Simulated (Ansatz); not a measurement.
# Ta2W3: the cost of one run

Method: DFT PBE, scalar-relativistic, plane waves, PAW, in Ansatz 0.2.0.

## (1) The starting structure

The structure is trigonal, space group R-3m (No. 166). The conventional cell has a = 6.329 Å, b = 6.329 Å, c = 12.456 Å, α = 90.00°, β = 90.00°, γ = 120.00°. Around Ta (site symmetry -3m) lie 6 W at 3.16 Å. Ta (site symmetry -3m) has 6 W at 2.77 Å as nearest neighbours. W (site symmetry 2/m) has 4 Ta at 2.77 to 3.16 Å and 4 W at 3.16 Å as nearest neighbours.

Structure file:

```
Ta W
1.0
     3.16430    1.82691    4.15210
    -3.16430    1.82691    4.15210
     0.00000   -3.65382    4.15210
Ta W
2 3
Direct
  0.00000 0.00000 0.00000
  0.50000 0.50000 0.50000
  0.50000 0.50000 0.00000
  0.00000 0.50000 0.50000
  0.50000 0.00000 0.50000
```

The cell is invented: random cell by space group and Wyckoff sites (R-3m, No. 166). Lengths come from tabulated atomic sizes and are only a guess.

## (2) Probe: one point on a coarse mesh

input.yaml

```yaml
crystal:
  lattice:
    - [3.16429736, 1.82690794, 4.15210346]
    - [-3.16429736, 1.82690794, 4.15210346]
    - [0.0, -3.65381587, 4.15210346]
  atoms:
    - { symbol: Ta, position: [0.0, 0.0, 0.0] }
    - { symbol: Ta, position: [0.5, 0.5, 0.5] }
    - { symbol: W, position: [0.5, 0.5, 0.0] }
    - { symbol: W, position: [0.0, 0.5, 0.5] }
    - { symbol: W, position: [0.5, 0.0, 0.5] }
basis:
  ecutwfc: 420
kpoints:
  mp_grid: { grid: [3, 3, 3] }
hamiltonian:
  xc: pbe
scf:
  occupations: { method: gaussian, width: 0.1 }
  lower_state_search: "off"
output:
  forces: true
  stress: true
  eigenvalues: true
```

Started as:

```
$ ansatz run input.yaml --threads 1 --pin off --max-ram 2560MiB --backend cpu --events-out ev --progress --plain --runs-dir out
```

**Question.** How long does this run take on 1 thread of Intel Xeon Platinum 8488C (Sapphire Rapids), shared host, and how much memory does it need?

About 1.7 s, with a peak of 0.41 GiB.
